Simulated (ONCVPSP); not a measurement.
**An ONCV potential for In, from input to tests**

Task: generate the file, and judge it by its errors in other configurations, its logarithmic derivatives, its ghosts and its cutoff.

The numbers are computed with ONCVPSP 4.0.1.1 (patched build) (PBE, scalar-relativistic, spin-unpolarised reference atom).

**1. The design**

The settings as typed:

```json
{
  "element": "indium (In, Z = 49)",
  "type": "optimised norm-conserving Vanderbilt (ONCV)",
  "frozen core": "[Ar] 3d10",
  "valence charge": "21",
  "reference configuration": "4s2 4p6 4d10 5s2 5p1",
  "partial waves": "4s+5s: rc 1.35 bohr, ncon 3, nbas 7, qcut 11 1/bohr, 2 projectors; 4p+5p: rc 1.45 bohr, ncon 4, nbas 7, qcut 10 1/bohr, 2 projectors; 4d: rc 1.35 bohr, ncon 3, nbas 7, qcut 9.7 1/bohr, 1 projector",
  "local potential": "polynomial inside 0.85 bohr (lpopt 5, dvloc0 0 Ha)",
  "core correction": "Teter function, fcfact 5.75, rcfact 1.75"
}
```

**2. Generation**

File In.dat:

```
# ATOM AND REFERENCE CONFIGURATION
# atsym  z   nc   nv     iexc    psfile
  In 49.00    6    5        4      upf
#
#   n    l    f
    1    0    2.00
    2    0    2.00
    2    1    6.00
    3    0    2.00
    3    1    6.00
    3    2   10.00
    4    0    2.00
    4    1    6.00
    4    2   10.00
    5    0    2.00
    5    1    1.00
#
# PSEUDOPOTENTIAL AND OPTIMIZATION
# lmax
    2
#
#   l,   rc,      ep,       ncon, nbas, qcut
    0    1.35    0.00    3    7   11.00
    1    1.45    0.00    4    7   10.00
    2    1.35    0.00    3    7    9.70
#
# LOCAL POTENTIAL
# lloc, lpopt,  rc(5),   dvloc0
    4    5    0.85    0.00
#
# VANDERBILT-KLEINMAN-BYLANDER PROJECTORs
# l, nproj, debl
    0    2    3.60
    1    2    1.50
    2    1    2.70
#
# MODEL CORE CHARGE
# icmod, fcfact, rcfact
    3    5.75    1.75
#
# LOG DERIVATIVE ANALYSIS
# epsh1, epsh2, depsh
   -6.00    5.00    0.04
#
# OUTPUT GRID
# rlmax, drl
    6.00    0.01
#
# TEST CONFIGURATIONS
# ncnf
    4
# nvcnf
#   n    l    f
    5
    4    0    2.00
    4    1    6.00
    4    2   10.00
    5    0    2.00
    5    1    0.00
#
    5
    4    0    2.00
    4    1    6.00
    4    2   10.00
    5    0    1.00
    5    1    0.00
#
    5
    4    0    2.00
    4    1    6.00
    4    2   10.00
    5    0    0.00
    5    1    0.00
#
    5
    4    0    2.00
    4    1    6.00
    4    2   10.00
    5    0    1.00
    5    1    2.00
#
```

Launch:

```
oncvpsp.x < In.dat > In.out
```

Q: Predict the outcome of this session. Wanted: cutoffs for 1 and 0.1 mHa per electron, occupied waves; bound ghosts; GHOST(+) flags; largest test error; largest phase difference near zero energy, channels read; rms error of d²Exc/dn², without and with the model core.

As calculated:

| quantity | value |
| --- | --- |
| cutoffs for 1 and 0.1 mHa per electron, occupied waves | 40 Ha and 47 Ha |
| bound ghosts | none found |
| GHOST(+) flags | s at 163 eV |
| largest test error (AE − PS) | -5.2 meV, for 4s2 4p6 4d10 5s1 5p0 (1 test unsolved) |
| largest phase difference near zero energy, channels read | 0.000 rad |
| rms error of d²Exc/dn², without and with the model core | 1.65 and 3.85 mHa |

**Reading.** The worst unpolarised test, 4s2 4p6 4d10 5s1 5p0, is off by 5.2 meV on 24.6 eV; by total energies transferability rates as good where solved. Of the tests 1 gave no usable energy difference, which is a warning in itself. By its cutoff, 40 Ha for the looser tolerance, it is hard. The program's ghost test flags no bound state. Near zero energy the phases of the channels with partial waves agree within 0.001 rad. The program also flags highly localised states, GHOST(+) (s).
